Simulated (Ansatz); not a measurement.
# BBrClH3 (built from SMILES BCl.Br): a barrier at many levels of theory

Aim: the barrier and energy of one elementary step (B1–Br6 formed, Cl2–H5 formed, B1–Cl2 broken, H5–Br6 broken) from LDA up to coupled cluster, on fixed structures, to see where each rung fails.

Program: Ansatz 0.2.0, Gaussian basis. Level of theory: single points in def2-TZVPP on PBE0-D4/def2-TZVP structures. These are calculated values, not measurements.

Levels: SPW92, PBE-D4, BLYP-D4, r2SCAN-D4, B97M-V, PBE0-D4, B3LYP-D4, r2SCAN0-D4, BHLYP-D4, CAM-B3LYP-D4, wB97X-V, wB97M-V, B2PLYP, PBE-QIDH, RPA on PBE, Hartree-Fock, MP2, CCSD, CCSD(T). The reference is CCSD(T) at the basis limit, from triple and quadruple zeta. Zero-point energies come from PBE0-D4 vibrations.

Correlated methods freeze the cores. Filled d shells of the heavier atoms are correlated. B3LYP uses VWN-RPA correlation. B2PLYP carries no dispersion term here.

81 further runs of the same task are left out: 1 that didn't finish, 80 set aside as unsound or not needed.

## 1. The three structures

Charge 0, multiplicity 1. The folders r, ts and p hold the start, the saddle and the end; their coordinates stand in the first inputs.

| pair | r (Å) | ts (Å) | p (Å) |
| --- | --- | --- | --- |
| B1–Br6 | 3.040 | 2.168 | 1.912 |
| Cl2–H5 | 3.287 | 1.580 | 1.281 |
| B1–Cl2 | 1.748 | 1.958 | 2.879 |
| H5–Br6 | 1.422 | 1.672 | 3.182 |

## 2. SPW92/def2-TZVPP

The input, r/in.yaml:

```yaml
crystal:
  periodic: [false, false, false]
  atoms:
    - {symbol: B, position_ang: [-0.503868, -0.437578, -0.773634]}
    - {symbol: Cl, position_ang: [1.017357, -0.116215, -1.573021]}
    - {symbol: H, position_ang: [-0.651073, -1.503717, -0.268063]}
    - {symbol: H, position_ang: [-1.363929, 0.378077, -0.868125]}
    - {symbol: H, position_ang: [1.396043, 1.004866, 1.493242]}
    - {symbol: Br, position_ang: [0.105369, 0.674466, 1.989699]}
basis:
  gaussian: {orbitals: def2-TZVPP}
hamiltonian: {xc: lda}
```

The input, ts/in.yaml:

```yaml
crystal:
  periodic: [false, false, false]
  atoms:
    - {symbol: B, position_ang: [-0.488332, -0.272038, -0.272630]}
    - {symbol: Cl, position_ang: [1.273788, 0.161062, -1.007027]}
    - {symbol: H, position_ang: [-0.598541, -1.448019, -0.157649]}
    - {symbol: H, position_ang: [-1.310808, 0.432472, -0.757866]}
    - {symbol: H, position_ang: [1.152416, 0.598313, 0.506655]}
    - {symbol: Br, position_ang: [-0.028623, 0.528110, 1.688617]}
basis:
  gaussian: {orbitals: def2-TZVPP}
hamiltonian: {xc: lda}
```

The input, p/in.yaml:

```yaml
crystal:
  periodic: [false, false, false]
  atoms:
    - {symbol: B, position_ang: [-0.907662, -0.322566, 0.068694]}
    - {symbol: Cl, position_ang: [1.654177, 0.273561, -1.103112]}
    - {symbol: H, position_ang: [-0.692253, -1.474719, -0.118818]}
    - {symbol: H, position_ang: [-1.405645, 0.411981, -0.719635]}
    - {symbol: H, position_ang: [1.971967, 0.763020, 0.037435]}
    - {symbol: Br, position_ang: [-0.620684, 0.348622, 1.835535]}
basis:
  gaussian: {orbitals: def2-TZVPP}
hamiltonian: {xc: lda}
```

The same command starts each run, in its folder.

Started as:

```
ansatz run in.yaml --threads 2 --pin off --events-out ev --progress --plain --max-ram 4352MiB
```

Log of r, cut to the lines that bear on the results:

```text
Functional definition: SPW92
  name "SPW92"
  cite "Dirac, Proc. Camb. Phil. Soc. 26, 376 (1930) doi:10.1017/S0305004100016108"
  cite "Slater, Phys. Rev. 81, 385 (1951) doi:10.1103/PhysRev.81.385"
  cite "Perdew & Wang, Phys. Rev. B 45, 13244 (1992) doi:10.1103/PhysRevB.45.13244"
[...]
1016 factors; their error is unknown
[...]
mean field -83149.20409773 eV, -3055.6768900366 hartree, gradient 3.8e-5 eV, S^2 0.000000; 0 other end points of the search recorded, 0 dependent functions left out
reference -83149.20413302 eV, -3055.6768913337 hartree; 30, 30 occupied and 133, 133 virtual orbitals, 1016 factors
Total energy: -83149.20413302 eV, -3055.6768913337 hartree
```

ts printed, cut to the lines that bear on the results:

```text
[... 5 set-up lines as earlier in the session ...]
[...]
1016 factors; their error is unknown
[...]
mean field -83149.20382225 eV, -3055.6768799130 hartree, gradient 3.0e-5 eV, S^2 0.000000; 0 other end points of the search recorded, 0 dependent functions left out
reference -83149.20385571 eV, -3055.6768811429 hartree; 30, 30 occupied and 133, 133 virtual orbitals, 1016 factors
Total energy: -83149.20385571 eV, -3055.6768811429 hartree
```

p printed, cut to the lines that bear on the results:

```text
[... 5 set-up lines as earlier in the session ...]
[...]
1016 factors; their error is unknown
[...]
mean field -83149.10908941 eV, -3055.6733985453 hartree, gradient 4.2e-5 eV, S^2 0.000000; 0 other end points of the search recorded, 0 dependent functions left out
reference -83149.10912418 eV, -3055.6733998230 hartree; 30, 30 occupied and 133, 133 virtual orbitals, 1016 factors
Total energy: -83149.10912418 eV, -3055.6733998230 hartree
```

They took 2.6 s (r), 2.6 s (ts), 2.6 s (p) on 2 threads, shared host.

Barrier 0.0 kJ/mol; end less start +9.2 kJ/mol.

## 3. PBE-D4/def2-TZVPP

The same edit goes into each in.yaml of step 2 (r, ts, p):

```diff
-hamiltonian: {xc: lda}
+hamiltonian: {xc: pbe, dispersion: d4}
```

Each run has its own folder and the same command.

Started as:

```
ansatz run in.yaml --threads 2 --pin off --events-out ev --progress --plain --max-ram 4352MiB
```

Log of r, cut to the lines that bear on the results:

```text
Functional definition: PBE
  name "PBE"
  cite "Perdew, Burke & Ernzerhof, Phys. Rev. Lett. 77, 3865 (1996) doi:10.1103/PhysRevLett.77.3865"
  parent pbe
[...]
1016 factors; their error is unknown
[...]
mean field -83278.26385200 eV, -3060.4197485262 hartree, gradient 4.5e-5 eV, S^2 0.000000; 0 other end points of the search recorded, 0 dependent functions left out
reference -83278.26388977 eV, -3060.4197499145 hartree; 30, 30 occupied and 133, 133 virtual orbitals, 1016 factors
Total energy: -83278.36861020 eV, -3060.4235983193 hartree
```

Log of ts, cut to the lines that bear on the results:

```text
[... 4 set-up lines as earlier in the session ...]
[...]
1016 factors; their error is unknown
[...]
mean field -83277.92456037 eV, -3060.4072797891 hartree, gradient 3.3e-5 eV, S^2 0.000000; 0 other end points of the search recorded, 0 dependent functions left out
reference -83277.92459597 eV, -3060.4072810972 hartree; 30, 30 occupied and 133, 133 virtual orbitals, 1016 factors
Total energy: -83278.05088125 eV, -3060.4119219956 hartree
```

p printed, cut to the lines that bear on the results:

```text
[... 4 set-up lines as earlier in the session ...]
[...]
1016 factors; their error is unknown
[...]
mean field -83278.16943050 eV, -3060.4162786001 hartree, gradient 4.0e-5 eV, S^2 0.000000; 0 other end points of the search recorded, 0 dependent functions left out
reference -83278.16946760 eV, -3060.4162799636 hartree; 30, 30 occupied and 133, 133 virtual orbitals, 1016 factors
Total energy: -83278.27685664 eV, -3060.4202264379 hartree
```

Times: 4.5 s (r), 4 s (ts), 4.4 s (p) on 2 threads, shared host.

This gives 30.7 kJ/mol for the barrier and +8.9 kJ/mol for the step.

## 4. BLYP-D4/def2-TZVPP

The same edit goes into each in.yaml of step 3 (r, ts, p):

```diff
-hamiltonian: {xc: pbe, dispersion: d4}
+hamiltonian: {xc: {name: BLYP}, dispersion: d4}
```

One command serves all of them, each in its own folder.

Started as:

```
ansatz run in.yaml --threads 2 --pin off --events-out ev --progress --plain --max-ram 4352MiB
```

Output in r, cut to the lines that bear on the results:

```text
Functional definition: BLYP
  name "BLYP"
  cite "Becke, Phys. Rev. A 38, 3098 (1988) doi:10.1103/PhysRevA.38.3098"
  cite "Lee, Yang & Parr, Phys. Rev. B 37, 785 (1988) doi:10.1103/PhysRevB.37.785"
[...]
1016 factors; their error is unknown
[...]
mean field -83295.40177089 eV, -3061.0495554291 hartree, gradient 3.8e-5 eV, S^2 0.000000; 0 other end points of the search recorded, 0 dependent functions left out
reference -83295.40210194 eV, -3061.0495675949 hartree; 30, 30 occupied and 133, 133 virtual orbitals, 1016 factors
Total energy: -83295.62924554 eV, -3061.0579149683 hartree
```

ts printed, cut to the lines that bear on the results:

```text
[... 4 set-up lines as earlier in the session ...]
[...]
1016 factors; their error is unknown
[...]
mean field -83294.76890363 eV, -3061.0262979861 hartree, gradient 2.5e-5 eV, S^2 0.000000; 0 other end points of the search recorded, 0 dependent functions left out
reference -83294.76921936 eV, -3061.0263095892 hartree; 30, 30 occupied and 133, 133 virtual orbitals, 1016 factors
Total energy: -83295.05408684 eV, -3061.0367782758 hartree
```

Log of p, cut to the lines that bear on the results:

```text
[... 4 set-up lines as earlier in the session ...]
[...]
1016 factors; their error is unknown
[...]
mean field -83295.28867356 eV, -3061.0453991789 hartree, gradient 4.6e-5 eV, S^2 0.000000; 0 other end points of the search recorded, 0 dependent functions left out
reference -83295.28899970 eV, -3061.0454111644 hartree; 30, 30 occupied and 133, 133 virtual orbitals, 1016 factors
Total energy: -83295.52265980 eV, -3061.0539980146 hartree
```

Wall times: 4.6 s (r), 4.1 s (ts), 4.8 s (p) on 2 threads, shared host.

Barrier 55.5 kJ/mol; end less start +10.3 kJ/mol.

## 5. r2SCAN-D4/def2-TZVPP

The same edit goes into each in.yaml of step 4 (r, ts, p):

```diff
-hamiltonian: {xc: {name: BLYP}, dispersion: d4}
+hamiltonian: {xc: r2scan, dispersion: d4}
```

The same command starts each run, in its folder.

Started as:

```
ansatz run in.yaml --threads 2 --pin off --events-out ev --progress --plain --max-ram 4352MiB
```

Log of r, cut to the lines that bear on the results:

```text
Functional definition: r2SCAN
  name "r2SCAN"
  cite "Furness, Kaplan, Ning, Perdew & Sun, J. Phys. Chem. Lett. 11, 8208 (2020) doi:10.1021/acs.jpclett.0c02405"
  cite "Furness, Kaplan, Ning, Perdew & Sun, J. Phys. Chem. Lett. 11, 9248 (2020) doi:10.1021/acs.jpclett.0c03077"
  parent r2scan
[...]
1016 factors; their error is unknown
[...]
mean field -83293.51680420 eV, -3060.9802841807 hartree, gradient 6.5e-5 eV, S^2 0.000000; 0 other end points of the search recorded, 0 dependent functions left out
reference -83293.51681472 eV, -3060.9802845675 hartree; 30, 30 occupied and 133, 133 virtual orbitals, 1016 factors
Total energy: -83293.54187048 eV, -3060.9812053498 hartree
```

ts printed, cut to the lines that bear on the results:

```text
[... 5 set-up lines as earlier in the session ...]
[...]
1016 factors; their error is unknown
[...]
mean field -83293.05839950 eV, -3060.9634381190 hartree, gradient 6.3e-5 eV, S^2 0.000000; 0 other end points of the search recorded, 0 dependent functions left out
reference -83293.05840922 eV, -3060.9634384762 hartree; 30, 30 occupied and 133, 133 virtual orbitals, 1016 factors
Total energy: -83293.08546829 eV, -3060.9644328786 hartree
```

Log of p, cut to the lines that bear on the results:

```text
[... 5 set-up lines as earlier in the session ...]
[...]
1016 factors; their error is unknown
[...]
mean field -83293.42410237 eV, -3060.9768774513 hartree, gradient 5.8e-5 eV, S^2 0.000000; 0 other end points of the search recorded, 0 dependent functions left out
reference -83293.42411275 eV, -3060.9768778331 hartree; 30, 30 occupied and 133, 133 virtual orbitals, 1016 factors
Total energy: -83293.44941584 eV, -3060.9778077042 hartree
```

Wall times: 9 s (r), 9 s (ts), 10 s (p) on 2 threads, shared host.

At this level: barrier 44.0 kJ/mol, step energy +8.9 kJ/mol.

## 6. B97M-V/def2-TZVPP

Each input of step 5 (r, ts, p) changes in the same lines:

```diff
-hamiltonian: {xc: r2scan, dispersion: d4}
+hamiltonian: {xc: {name: B97M-V}}
```

The same command starts each run, in its folder.

Started as:

```
ansatz run in.yaml --threads 2 --pin off --events-out ev --progress --plain --max-ram 4352MiB
```

Log of r, cut to the lines that bear on the results:

```text
Functional definition: B97M-V
  name "B97M-V"
  cite "Mardirossian & Head-Gordon, J. Chem. Phys. 142, 074111 (2015) doi:10.1063/1.4907719"
  cite "Becke, J. Chem. Phys. 107, 8554 (1997) doi:10.1063/1.475007"
  cite "Vydrov & Van Voorhis, J. Chem. Phys. 133, 244103 (2010) doi:10.1063/1.3521275"
  # Of w^i u^j: cxij and so on, Table III.
[...]
  gx(w, u) = cx00 + cx01*u + cx02*u^2 + (cx10 + cx11*u)*w
[...]
  gos(w, u) = cos00 + cos01*u + cos03*u^3 + cos10*w + cos32*w^3*u^2
[...]
      + integral(e_c_pw_mod_opposite_spin*gos(b97_w_opposite, b97_u_opposite)) + vv10(b, c)
1016 factors; their error is unknown
[...]
mean field -83279.78760551 eV, -3060.4757454352 hartree, gradient 3.7e-5 eV, S^2 0.000000; 0 other end points of the search recorded, 0 dependent functions left out
reference -83279.78765965 eV, -3060.4757474246 hartree; 30, 30 occupied and 133, 133 virtual orbitals, 1016 factors
Total energy: -83279.78765965 eV, -3060.4757474246 hartree
```

ts printed, cut to the lines that bear on the results:

```text
[... 5 set-up lines as earlier in the session ...]
  # Of w^i u^j: cxij and so on, Table III.
[...]
  gx(w, u) = cx00 + cx01*u + cx02*u^2 + (cx10 + cx11*u)*w
[...]
  gos(w, u) = cos00 + cos01*u + cos03*u^3 + cos10*w + cos32*w^3*u^2
[...]
      + integral(e_c_pw_mod_opposite_spin*gos(b97_w_opposite, b97_u_opposite)) + vv10(b, c)
1016 factors; their error is unknown
[...]
mean field -83279.06786107 eV, -3060.4492953148 hartree, gradient 4.8e-5 eV, S^2 0.000000; 0 other end points of the search recorded, 0 dependent functions left out
reference -83279.06791135 eV, -3060.4492971626 hartree; 30, 30 occupied and 133, 133 virtual orbitals, 1016 factors
Total energy: -83279.06791135 eV, -3060.4492971626 hartree
```

p printed, cut to the lines that bear on the results:

```text
[... 5 set-up lines as earlier in the session ...]
  # Of w^i u^j: cxij and so on, Table III.
[...]
  gx(w, u) = cx00 + cx01*u + cx02*u^2 + (cx10 + cx11*u)*w
[...]
  gos(w, u) = cos00 + cos01*u + cos03*u^3 + cos10*w + cos32*w^3*u^2
[...]
      + integral(e_c_pw_mod_opposite_spin*gos(b97_w_opposite, b97_u_opposite)) + vv10(b, c)
1016 factors; their error is unknown
[...]
mean field -83279.67283727 eV, -3060.4715277799 hartree, gradient 3.1e-5 eV, S^2 0.000000; 0 other end points of the search recorded, 0 dependent functions left out
reference -83279.67289008 eV, -3060.4715297206 hartree; 30, 30 occupied and 133, 133 virtual orbitals, 1016 factors
Total energy: -83279.67289008 eV, -3060.4715297206 hartree
```

Times: 19 s (r), 19 s (ts), 23 s (p) on 2 threads, shared host.

At this level: barrier 69.4 kJ/mol, step energy +11.1 kJ/mol.

## 7. PBE0-D4/def2-TZVPP

Each input of step 6 (r, ts, p) changes in the same lines:

```diff
-hamiltonian: {xc: {name: B97M-V}}
+hamiltonian: {xc: pbe0, dispersion: d4}
+output: {orbitals: {seedname: orbitals}}
```

Each run has its own folder and the same command.

Started as:

```
ansatz run in.yaml --threads 2 --pin off --events-out ev --progress --plain --max-ram 4352MiB
```

r printed, cut to the lines that bear on the results:

```text
Functional definition: PBE0
  name "PBE0"
  cite "Adamo & Barone, J. Chem. Phys. 110, 6158 (1999) doi:10.1063/1.478522"
[... 2 set-up lines as earlier in the session ...]
[...]
1084 factors; their error is unknown
[...]
mean field -83281.98157518 eV, -3060.5563723334 hartree, gradient 2.5e-5 eV, S^2 0.000000; 0 other end points of the search recorded, 0 dependent functions left out
reference -83281.98160371 eV, -3060.5563733819 hartree; 30, 30 occupied and 133, 133 virtual orbitals, 1084 factors
Total energy: -83282.07167400 eV, -3060.5596834037 hartree
```

Output in ts, cut to the lines that bear on the results:

```text
[... 5 set-up lines as earlier in the session ...]
[...]
1084 factors; their error is unknown
[...]
mean field -83281.50187390 eV, -3060.5387436364 hartree, gradient 5.9e-5 eV, S^2 0.000000; 0 other end points of the search recorded, 0 dependent functions left out
reference -83281.50190075 eV, -3060.5387446232 hartree; 30, 30 occupied and 133, 133 virtual orbitals, 1084 factors
Total energy: -83281.60718954 eV, -3060.5426139147 hartree
```

Log of p, cut to the lines that bear on the results:

```text
[... 5 set-up lines as earlier in the session ...]
[...]
1084 factors; their error is unknown
[...]
mean field -83281.89219750 eV, -3060.5530877642 hartree, gradient 4.8e-5 eV, S^2 0.000000; 0 other end points of the search recorded, 0 dependent functions left out
reference -83281.89222567 eV, -3060.5530887992 hartree; 30, 30 occupied and 133, 133 virtual orbitals, 1084 factors
Total energy: -83281.98426292 eV, -3060.5564711058 hartree
```

Times: 7 s (r), 6 s (ts), 8 s (p) on 2 threads, shared host; peak memory 0.4 GiB.

Barrier 44.8 kJ/mol; end less start +8.4 kJ/mol.

Fields of r:

The fields below are evaluated on a grid from the run's orbitals.

Frontier orbitals at PBE0-D4/def2-TZVPP, with the share of their density that lies nearest to each atom:

| orbital | energy (eV) | lies on |
| --- | --- | --- |
| HOMO-1 | -8.98 | Br6 68 %; Cl2 19 %; H5 7 % |
| HOMO | -8.46 | Cl2 61 %; H3, H4 about 15 % each; B1 6 % |
| LUMO | -1.42 | B1 50 %; Cl2 15 %; H3, H4 about 13 % each |

ELF in a plane through or near 4 of the atoms.

Ten even steps from '0' (0.00) to '9' (1.00):
```
0000000000000000000000000000
0000000000000000000000000000
0000000000000000000000000000
0000000000000000000000000000
0000122221100000000000000000
0002456654431000000000000000
0024788656773001221000000000
0035887342684013454200000000
0035785553585123445210000000
0013566233673010621100000000
0001368997530134213210000000
0000379998410378888541000000
0000369995102685337763100000
0000136761005772535874100000
0000000100005786437863100000
0000000000003578888652000000
0000000000001245555320000000
0000000000000011111000000000
0000000000000000000000000000
0000000000000000000000000000
```
The map spans 9.6 Å across and 8.4 Å up, centred on the molecule. Atoms in the plane (x, y in Å): B1 (1.0, 0.1), Cl2 (1.0, -1.6), H5 (-2.2, -0.6), Br6 (-2.0, 0.8).

On the surface of density 0.002 e/bohr³ the electrostatic potential runs, from the 1st to the 99th percentile, from -0.41 V near Cl2 to 1.97 V near H5.

Fields of ts:

Orbitals, density, ELF and potential are computed afterwards from the orbital file.

Frontier orbitals at PBE0-D4/def2-TZVPP, with the share of their density that lies nearest to each atom:

| orbital | energy (eV) | lies on |
| --- | --- | --- |
| HOMO | -8.66 | Br6 59 %; H3, H4 about 13 % each |
| LUMO | -1.08 | H5 27 %; Br6 26 %; B1 20 % |

ELF in a plane through or near 4 of the atoms.

Ten even steps from ' ' (0.00) to '@' (0.94):
```
                                                        
                                                        
                            ..::------::..              
                        ..::==**######**++--..          
                        ::++##%%%%%%%%%%##**--..        
                      ..==**##**--::--**%%##++--..      
                      ..==####--++++##::**##**==..      
              ....::::::==##%%--==##==--####**==..      
            ..::======..::**%%##**==**%%%%##++--..      
            ..--++++..##++..======##%%%%##++--..        
            ..--====..::..::------##@@@@##==..          
              ..::::::::**%%%%####%%%%##++::            
                    ..==%%%%==----%%%%##++::            
                    ::++%%**==%%++==%%%%++--..          
                    --**%%%%++::--##%%##++::            
                    ::++##%%@@@@%%%%##++--..            
                    ..::==**######**==::..              
                        ..::------::..                  
                                                        
                                                        
```
The map spans 7.9 Å across and 8.3 Å up, centred on the molecule. Atoms in the plane (x, y in Å): B1 (-0.6, 0.0), Cl2 (0.5, -1.6), H5 (1.4, -0.2), Br6 (1.1, 1.4).

On the surface of density 0.002 e/bohr³ the electrostatic potential runs, from the 1st to the 99th percentile, from -0.15 to 1.23 V.

Fields of p:

The fields below are evaluated on a grid from the run's orbitals.

Frontier orbitals at PBE0-D4/def2-TZVPP, with the share of their density that lies nearest to each atom:

| orbital | energy (eV) | lies on |
| --- | --- | --- |
| HOMO | -8.10 | Br6 77 %; H3, H4 about 9 % each |
| LUMO | -1.58 | B1 52 %; Br6 14 %; H3, H4 about 13 % each |

ELF in a plane through or near 4 of the atoms.

Ten even steps from '0' (0.00) to '9' (0.99):
```
0000000000000000000000000000
0000000000000000000000000000
0000000000000122222100000000
0000000000012456666532000000
0000000000035777667764200000
0000000000047853643776400000
0000024630016743653776410000
0000158996103675336765300000
0000169999500378887643100000
0001257998620132223310000000
0013577414762010710100000000
0025787183784022224300000000
0025789524873024554200000000
0013578877751002332100000000
0001244544310000000000000000
0000000000000000000000000000
0000000000000000000000000000
0000000000000000000000000000
0000000000000000000000000000
0000000000000000000000000000
```
The map spans 9.2 Å across and 8.6 Å up, centred on the molecule. Atoms in the plane (x, y in Å): B1 (0.9, -0.2), Cl2 (-1.9, -0.7), H5 (-2.0, 0.6), Br6 (1.0, 1.7).

On the surface of density 0.002 e/bohr³ the electrostatic potential runs, from the 1st to the 99th percentile, from -0.38 V near Br6 to 2.15 V near H5.

[end of part 1 of 3]
